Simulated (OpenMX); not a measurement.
The system is GaB.

```
CELL_PARAMETERS angstrom
2.71824 0.00000 0.00000
0.00000 2.71824 0.00000
0.00000 0.00000 3.23621
ATOMIC_POSITIONS crystal
Ga 0.50000 0.50000 0.50000
B 0.00000 0.00000 0.00000
```

The cell was built by a generator and needn't be a form met in nature.

Base run:

```yaml
Program: OpenMX 3.8.5
Functional: PBE
Potentials_or_basis: OpenMX 2013 PBE set, Ga7.0-s3p2d2, B7.0-s2p2d1, grid cutoff 500 Ry
k_mesh: 7 × 7 × 7
Occupations: fermi-dirac, width 0.05 eV
Spin: no spin polarisation
```

Its results: pressure 1.6 GPa.

Problem. The run is repeated on the same cell with these changes: functional from PBE to LDA; potentials or basis from OpenMX 2013 PBE set, Ga7.0-s3p2d2, B7.0-s2p2d1, grid cutoff 500 Ry to OpenMX 2013 LDA set, Ga7.0-s3p2d2, B7.0-s2p2d1, grid cutoff 500 Ry. What comes out?

Solution. Pressure -5.1 GPa.

Caveats: the basis of atomic orbitals isn't converged, which shifts pressures, moduli and gaps.
